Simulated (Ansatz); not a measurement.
# SO (sulfur oxide): UCCSD(T)/def2-TZVPPD

What is the electronic atomisation energy of SO (sulfur oxide) at UCCSD(T)/def2-TZVPPD? 

Program for the calculation: Ansatz 0.2.0.

36 further runs of the same task are left out: 4 that didn't finish, 32 set aside as unsound or not needed.

## 1. The structure to begin with

The species is SO (2 atoms), meant as a triplet with charge 0. SMILES: `O=S`. Geometry: the measured bond length.

Bond lengths: O1–S2 1.481 Å.

## 2. The energy at UCCSD(T)/def2-TZVPPD

job.yaml

```yaml
crystal:
  periodic: [false, false, false]
  atoms:
    - {symbol: O, position_ang: [0.000000, 0.000000, 0.000000]}
    - {symbol: S, position_ang: [0.000000, 0.000000, 1.481087]}
basis:
  gaussian: {orbitals: def2-TZVPPD.json}
accuracy: high
scf: {omitted_lower_state_checks: [cluster_reference, increment]}
correlation: {method: ccsd_t, frozen_orbitals: {O: 1, S: 5}}
magnetization: {spin_polarized: true, initial_magnetization: 2}
```

The basis set def2-TZVPPD is read from a file made from the Basis Set Exchange's data (not shown).

The run is started by

```sh
$ ansatz run job.yaml --threads 1 --pin off --max-ram 3480MiB --events-out events.jsonl --progress --plain --runs-dir runs
```

What it wrote:

```text
Warning: RAYON_NUM_THREADS=1 ignored (pool sized by the plan → 1); use --threads N
Functional definition: HF
  name "HF"
  exchange = exact_x
  correlation = 0
these checks for a lower state are left out or cut short: cluster_reference, increment
1205 factors; integrals over basis functions are off by at most 3.4e-9 eV
mean field evaluation 1: about -12853.0873 eV, gradient 2.0e1 eV
mean field evaluation 2: about -12853.0898 eV, gradient 2.0e1 eV
mean field evaluation 4: about -12854.7660 eV, gradient 2.6e0 eV
mean field evaluation 8: about -12854.8291 eV, gradient 2.0e-1 eV
mean field evaluation 16: about -12854.4617 eV, gradient 2.4e0 eV
mean field -12854.83025606 eV, -472.4062985933 hartree, gradient 2.7e-8 eV, S^2 2.057642; 2 other end points of the search recorded, 0 dependent functions left out
6 core orbitals not correlated: weight in the atoms' cores, before any rotation towards them, 1.000 or more for the frozen orbitals, at most 0.000 for the correlated occupied ones
reference -12854.83025606 eV, -472.4062985933 hartree; 7, 5 occupied and 78, 80 virtual orbitals, 1205 factors
second order -10.23618077 eV of doubles, -0.00000000 eV of singles
cycle   1  -10.15372533 eV  change    8.2e-2 eV  update   9.4e-2
cycle   2  -10.51400254 eV  change   -3.6e-1 eV  update   3.1e-2
cycle   3  -10.60877813 eV  change   -9.5e-2 eV  update   1.6e-2
cycle   4  -10.60331737 eV  change    5.5e-3 eV  update   4.3e-3
cycle   5  -10.60312322 eV  change    1.9e-4 eV  update   1.7e-3
cycle   6  -10.60312421 eV  change   -9.9e-7 eV  update   5.4e-4
cycle   7  -10.60314006 eV  change   -1.6e-5 eV  update   2.2e-4
cycle   8  -10.60324282 eV  change   -1.0e-4 eV  update   8.1e-5
cycle   9  -10.60324569 eV  change   -2.9e-6 eV  update   2.8e-5
cycle  10  -10.60323161 eV  change    1.4e-5 eV  update   9.2e-6
cycle  11  -10.60323527 eV  change   -3.7e-6 eV  update   3.7e-6
cycle  12  -10.60323454 eV  change    7.3e-7 eV  update   1.5e-6
cycle  13  -10.60323628 eV  change   -1.7e-6 eV  update   7.6e-7
cycle  14  -10.60323641 eV  change   -1.3e-7 eV  update   2.5e-7
cycle  15  -10.60323627 eV  change    1.4e-7 eV  update   9.5e-8
cycle  16  -10.60323625 eV  change    2.5e-8 eV  update   4.1e-8
cycle  17  -10.60323626 eV  change   -8.0e-9 eV  update   2.4e-8
cycle  18  -10.60323611 eV  change    1.4e-7 eV  update   7.5e-8
cycle  19  -10.60323614 eV  change   -2.7e-8 eV  update   1.9e-8
cycle  20  -10.60323614 eV  change    5.6e-9 eV  update   6.2e-9
cycle  21  -10.60323614 eV  change   -4.2e-9 eV  update   2.3e-9
cycle  22  -10.60323614 eV  change  -6.7e-10 eV  update  7.4e-10
perturbative correction -0.51184422 eV, -0.0188099281 hartree
Total energy: -12865.94533642 eV, -472.8147702624 hartree
Checks for a lower state left out: cluster_reference, increment
```

It took 12 s on 1 thread of Arm Neoverse V1, shared host; peak memory 0.66 GiB.

## 3. The O atom at the same level

job.yaml

```yaml
basis:
  gaussian:
    orbitals: def2-TZVPPD.json
crystal:
  periodic: [false, false, false]
  atoms:
    - {symbol: O, position_ang: [0.000000, 0.000000, 0.000000]}
magnetization:
  spin_polarized: true
  initial_magnetization: 2
correlation:
  method: ccsd_t
  frozen_orbitals: {O: 1}
accuracy: high
scf:
  omitted_lower_state_checks: [cluster_reference, increment]
```

The basis set def2-TZVPPD is read from a file made from the Basis Set Exchange's data (not shown).

The run is started by

```sh
$ ansatz run job.yaml --threads 1 --pin off --max-ram 3480MiB --events-out events.jsonl --progress --plain --runs-dir runs
```

What it wrote:

```text
Warning: RAYON_NUM_THREADS=1 ignored (pool sized by the plan → 1); use --threads N
[... 4 set-up lines as earlier in the session ...]
these checks for a lower state are left out or cut short: cluster_reference, increment
387 factors; integrals over basis functions are off by at most 3.2e-9 eV
mean field evaluation 1: about -2035.4846 eV, gradient 8.7e0 eV
mean field evaluation 2: about -2035.4858 eV, gradient 8.7e0 eV
mean field evaluation 4: about -2035.8366 eV, gradient 9.4e-1 eV
mean field evaluation 8: about -2035.8458 eV, gradient 1.3e-4 eV
mean field evaluation 16: about -2035.8440 eV, gradient 5.7e-1 eV
mean field evaluation 32: about -2035.8458 eV, gradient 9.8e-5 eV
mean field -2035.84578641 eV, -74.8159527046 hartree, gradient 2.6e-8 eV, S^2 2.009099; 3 other end points of the search recorded, 0 dependent functions left out
1 core orbitals not correlated: weight in the atoms' cores, before any rotation towards them, 1.000 or more for the frozen orbitals, at most 0.000 for the correlated occupied ones
reference -2035.84578641 eV, -74.8159527046 hartree; 4, 2 occupied and 35, 37 virtual orbitals, 387 factors
second order -3.87984286 eV of doubles, -0.00000000 eV of singles
cycle   1  -4.22981161 eV  change   -3.5e-1 eV  update   3.0e-2
cycle   2  -4.32386514 eV  change   -9.4e-2 eV  update   1.0e-2
cycle   3  -4.33394238 eV  change   -1.0e-2 eV  update   4.0e-3
cycle   4  -4.33290821 eV  change    1.0e-3 eV  update   1.8e-3
cycle   5  -4.33350121 eV  change   -5.9e-4 eV  update   7.1e-4
cycle   6  -4.33380124 eV  change   -3.0e-4 eV  update   2.2e-4
cycle   7  -4.33378626 eV  change    1.5e-5 eV  update   8.0e-5
cycle   8  -4.33377166 eV  change    1.5e-5 eV  update   2.3e-5
cycle   9  -4.33376924 eV  change    2.4e-6 eV  update   6.7e-6
cycle  10  -4.33376956 eV  change   -3.2e-7 eV  update   1.6e-6
cycle  11  -4.33376968 eV  change   -1.3e-7 eV  update   4.5e-7
cycle  12  -4.33376947 eV  change    2.2e-7 eV  update   1.2e-7
cycle  13  -4.33376939 eV  change    7.4e-8 eV  update   4.4e-8
cycle  14  -4.33376935 eV  change    4.6e-8 eV  update   1.6e-8
cycle  15  -4.33376934 eV  change    2.7e-9 eV  update   7.6e-9
cycle  16  -4.33376932 eV  change    2.6e-8 eV  update   1.7e-8
cycle  17  -4.33376931 eV  change    7.6e-9 eV  update   5.7e-9
cycle  18  -4.33376930 eV  change    4.5e-9 eV  update   2.6e-9
cycle  19  -4.33376930 eV  change    1.0e-9 eV  update   1.0e-9
cycle  20  -4.33376930 eV  change  -5.1e-11 eV  update  2.3e-10
perturbative correction -0.08353164 eV, -0.0030697312 hartree
Total energy: -2040.26308735 eV, -74.9782855202 hartree
Checks for a lower state left out: cluster_reference, increment
```

It took 0.8 s on 1 thread of Arm Neoverse V1, shared host; peak memory 0.12 GiB.

## 4. The S atom at the same level

input.yaml

```yaml
basis:
  gaussian:
    orbitals: def2-TZVPPD.json
crystal:
  periodic: [false, false, false]
  atoms:
    - symbol: S
      position_ang: [0.000000, 0.000000, 0.000000]
scf:
  omitted_lower_state_checks: [cluster_reference, increment]
accuracy: high
magnetization:
  spin_polarized: true
  initial_magnetization: 2
correlation:
  method: ccsd_t
  frozen_orbitals: {S: 5}
```

The basis set def2-TZVPPD is read from a file made from the Basis Set Exchange's data (not shown).

Run the same way, it converges to -397.64789 Eh (log not shown).

## 5. What came out

At UCCSD(T)/def2-TZVPPD, 6 core orbitals frozen:

| quantity | value |
| --- | --- |
| molecule: total energy | -472.81477 Eh |
| molecule: correlation energy (6 core orbitals frozen) | -408.5 mEh |
| molecule: (T) correction | -18.81 mEh |
| molecule: ⟨S²⟩ of the reference determinant | 2.058 |
| molecule: T1 diagnostic | 0.021 |
| O atom: total energy | -74.97829 Eh |
| O atom: correlation energy (1 core orbital frozen) | -162.3 mEh |
| O atom: (T) correction | -3.07 mEh |
| O atom: ⟨S²⟩ of the reference determinant | 2.009 |
| O atom: T1 diagnostic | 0.008 |
| S atom: total energy | -397.64789 Eh |
| S atom: correlation energy (5 core orbitals frozen) | -145.5 mEh |
| S atom: (T) correction | -4.90 mEh |
| S atom: ⟨S²⟩ of the reference determinant | 2.013 |
| S atom: T1 diagnostic | 0.010 |
| electronic atomisation energy | 5.132 eV |

What this shows: Taking the molecule apart into free atoms costs 5.13 eV (118 kcal/mol), before zero-point energy and without spin-orbit coupling. The triples (molecule) make up 4.6 % of the correlation energy. The triples (O atom) make up 1.9 % of the correlation energy. The triples (S atom) make up 3.4 % of the correlation energy.
